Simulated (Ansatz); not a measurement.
This script drives Ansatz 0.2.0 through its Python package.

The script, `relaxed_scan_cdclho.py`:
```python
# -*- coding: utf-8 -*-
import ansatz as az
import numpy as np

GEOMETRY = """
O    -0.95070    0.68000   -0.79520
Cd    0.73230    0.26690   -0.04020
Cl    1.55750   -1.03610    1.03200
H    -1.28360    0.02890   -0.21680
"""

geometry = az.Crystal.molecule()
for line in GEOMETRY.strip().splitlines():
    symbol, *xyz = line.split()
    geometry = geometry.atom(symbol, [float(v) for v in xyz])

model = (
    geometry.calculation()
    .basis(gaussian="def2-SVP")
    .functional("B3LYP")
)
symbols = [site.symbol for site in geometry.cartesian_sites]
pairs = [(0, 1), (0, 3), (1, 2), (1, 3)]
print("held (A)   E (eV)        ", "  ".join(f"{symbols[i]}{i}-{symbols[j]}{j}" for i, j in pairs))
for length in [1.87, 2.04, 2.2, 2.45, 2.75]:
    summary = model.relax(constraints=[az.DistanceConstraint((1, 3), at=length)], force_tolerance=0.02, max_steps=60).run().report
    xyz = np.array(summary["positions_ang"])
    print(f"{length:6.2f} {summary['free_energy_ev']:14.5f}  ", "  ".join(f"{np.linalg.norm(xyz[i] - xyz[j]):.3f}" for i, j in pairs))
```

It is started by `python relaxed_scan_cdclho.py`. Estimate its wall time and peak memory on 1 thread of Arm Neoverse V1 (shared host).

It took about 2 min, with a peak of 0.22 GiB, for 5 runs of the engine.

```console
$ python relaxed_scan_cdclho.py
held (A)   E (eV)         O0-Cd1  O0-H3  Cd1-Cl2  Cd1-H3
DeckWarning: relax.constraints: the input's atoms, or those drawn, lie off the distances that are held; a relaxation that starts there is brought onto them ahead of its first SCF, by positions alone, [...]
  1.87   -19146.76875   1.948  0.972  2.293  1.870
  2.04   -19147.15899   1.950  0.966  2.294  2.040
  2.20   -19147.39586   1.955  0.964  2.293  2.200
  2.45   -19147.55449   1.973  0.967  2.293  2.450
  2.75   -19147.42326   2.007  0.981  2.294  2.750
```
(Warnings from the package without file and line, shortened, repeats left out.)

Reading the output:
- Total energies depend on the basis set; only differences at equal settings carry meaning.
- The energies are electronic: no zero-point or thermal terms, and the basis set is short of its limit.
- def2 sets replace the cores of elements past krypton by effective core potentials.
- b3lyp holds the VWN-RPA fit, as in Gaussian; the form of ORCA and Turbomole is b3lyp5.
